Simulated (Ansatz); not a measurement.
# AlNH3O (SMILES [NH2][Al][OH]) at U-r2SCAN/def2-SVPD

Aim: the electronic atomisation energy of AlNH3O at U-r2SCAN/def2-SVPD, from 5 runs. 

The results are computed with Ansatz 0.2.0.

77 further runs of the same task are left out: 77 set aside as unsound or not needed.

### Step 1. Starting point

AlNH3O has 6 atoms, charge 0, and is taken as a doublet. As SMILES, `[NH2][Al][OH]`. The shape is that of a PBE0-D4/def2-TZVP optimisation. This is one conformer, not always the lowest.

Bond lengths: N1–Al2 1.769 Å, Al2–O3 1.705 Å, N1–H4 1.009 Å, N1–H5 1.006 Å, O3–H6 0.956 Å. Angles: N1–Al2–O3 116.1°, Al2–N1–H4 124.1°, Al2–N1–H5 125.0°, Al2–O3–H6 122.8°, H4–N1–H5 110.9°.

### Step 2. A single-point energy at U-r2SCAN/def2-SVPD

job.yaml

```yaml
basis:
  gaussian:
    orbitals: def2-SVPD
crystal:
  periodic: [false, false, false]
  atoms:
    - symbol: N
      position_ang: [-0.923900, 0.240200, -0.760800]
    - symbol: Al
      position_ang: [0.595200, 0.601300, 0.070700]
    - symbol: O
      position_ang: [1.194100, -0.618500, 1.101200]
    - symbol: H
      position_ang: [-1.434300, -0.623600, -0.657200]
    - symbol: H
      position_ang: [-1.394700, 0.861600, -1.396800]
    - symbol: H
      position_ang: [2.005700, -0.525100, 1.596800]
magnetization:
  spin_polarized: true
  initial_magnetization: 1
hamiltonian:
  xc: r2scan
accuracy: high
output:
  orbitals: {seedname: orbitals}
```

The run is started by

```sh
$ ansatz run job.yaml --threads 1 --pin off --max-ram 3480MiB --events-out events.jsonl --progress --plain --runs-dir runs
```

The log of the run:

```text
Warning: RAYON_NUM_THREADS=1 ignored (pool sized by the plan → 1); use --threads N
Functional definition: r2SCAN
  name "r2SCAN"
  parameter k0 = 0.174
  parameter k1 = 0.065
  parameter a1 = 4.9479
  exchange = r2scan_x(k0 = k0, k1 = k1, a1 = a1)
  correlation = r2scan_c
1783 factors; integrals over basis functions are off by at most 3.5e-9 eV
mean field evaluation 1: about -10163.2421 eV, gradient 6.0e1 eV
mean field evaluation 2: about -10080.7399 eV, gradient 1.3e2 eV
mean field evaluation 4: about -10176.3731 eV, gradient 1.4e1 eV
mean field evaluation 8: about -10177.1880 eV, gradient 5.1e-1 eV
mean field evaluation 16: about -10177.1893 eV, gradient 2.6e-4 eV
mean field -10177.18931630 eV, -374.0048090273 hartree, gradient 3.5e-8 eV, S^2 0.752986; 0 other end points of the search recorded, 0 dependent functions left out
reference -10177.18932219 eV, -374.0048092437 hartree; 16, 15 occupied and 75, 76 virtual orbitals, 1783 factors
Total energy: -10177.18932219 eV, -374.0048092437 hartree
```

Run time: 21 s. Hardware: 1 thread of Arm Neoverse V1, shared host; peak memory 0.39 GiB.

### Step 3. The Al atom

in.yaml

```yaml
crystal:
  periodic: [false, false, false]
  atoms:
    - {symbol: Al, position_ang: [0.000000, 0.000000, 0.000000]}
basis:
  gaussian:
    orbitals: def2-SVPD
magnetization:
  spin_polarized: true
  initial_magnetization: 1
hamiltonian:
  xc: {name: r2SCAN}
accuracy: high
```

The run is started by

```sh
$ ansatz run in.yaml --threads 1 --pin off --max-ram 3480MiB --events-out events.jsonl --progress --plain --runs-dir runs
```

The log of the run:

```text
Warning: RAYON_NUM_THREADS=1 ignored (pool sized by the plan → 1); use --threads N
Functional definition: r2SCAN
  name "r2SCAN"
  parameter k0 = 0.174
  parameter k1 = 0.065
  parameter a1 = 4.9479
  exchange = r2scan_x(k0 = k0, k1 = k1, a1 = a1)
  correlation = r2scan_c
202 factors; integrals over basis functions are off by at most 1.9e-9 eV
mean field evaluation 1: about -6591.8252 eV, gradient 1.8e0 eV
mean field evaluation 2: about -6591.8874 eV, gradient 4.2e-1 eV
mean field evaluation 4: about -6591.8912 eV, gradient 6.6e-2 eV
mean field evaluation 8: about -6591.8912 eV, gradient 3.0e-4 eV
mean field evaluation 16: about -6591.8912 eV, gradient 7.4e-7 eV
mean field evaluation 32: about -6591.8901 eV, gradient 9.0e-2 eV
mean field evaluation 64: about -6591.8912 eV, gradient 8.2e-6 eV
mean field -6591.89121559 eV, -242.2475340285 hartree, gradient 1.0e-8 eV, S^2 0.760443; 7 other end points of the search recorded, 0 dependent functions left out
reference -6591.89121932 eV, -242.2475341656 hartree; 7, 6 occupied and 17, 18 virtual orbitals, 202 factors
Total energy: -6591.89121932 eV, -242.2475341656 hartree
```

Run time: 7.2 s. Hardware: 1 thread of Arm Neoverse V1, shared host; peak memory 0.14 GiB.

### Step 4. The H atom

input.yaml

```yaml
crystal:
  periodic: [false, false, false]
  atoms:
    - {symbol: H, position_ang: [0.000000, 0.000000, 0.000000]}
basis:
  gaussian: {orbitals: def2-SVPD}
magnetization: {spin_polarized: true, initial_magnetization: 1}
hamiltonian: {xc: {name: r2SCAN}}
accuracy: high
```

Run the same way, it converges to -0.49921 Eh (log not shown).

### Step 5. The N atom at the same level

in.yaml

```yaml
crystal:
  periodic: [false, false, false]
  atoms:
    - symbol: N
      position_ang: [0.000000, 0.000000, 0.000000]
basis:
  gaussian: {orbitals: def2-SVPD}
total_charge: 0
magnetization: {spin_polarized: true, initial_magnetization: 3}
hamiltonian: {xc: {name: r2SCAN}}
accuracy: high
```

Run the same way, it converges to -54.51625 Eh (log not shown).

### Step 6. The O atom

run.yaml

```yaml
crystal:
  periodic: [false, false, false]
  atoms:
    - symbol: O
      position_ang: [0.000000, 0.000000, 0.000000]
basis:
  gaussian:
    orbitals: def2-SVPD
magnetization:
  spin_polarized: true
  initial_magnetization: 2
hamiltonian:
  xc: {name: r2SCAN}
accuracy: high
```

Run the same way, it converges to -74.97041 Eh (log not shown).

### Step 7. Outcome

Level: U-r2SCAN/def2-SVPD.

| quantity | value |
| --- | --- |
| molecule: total energy | -374.00481 Eh |
| molecule: HOMO energy (highest over α and β) | -4.98 eV |
| molecule: LUMO energy (lowest over α and β) | -2.65 eV |
| molecule: ⟨S²⟩ | 0.753 |
| Al atom: total energy | -242.24753 Eh |
| Al atom: ⟨S²⟩ | 0.760 |
| H atom: total energy | -0.49921 Eh |
| H atom: ⟨S²⟩ | 0.750 |
| N atom: total energy | -54.51625 Eh |
| N atom: ⟨S²⟩ | 3.756 |
| O atom: total energy | -74.97041 Eh |
| O atom: ⟨S²⟩ | 2.005 |
| electronic atomisation energy | 21.034 eV |

What this shows: Taking the molecule apart into free atoms costs 21.03 eV (2029 kJ/mol), before zero-point energy and without spin-orbit coupling.
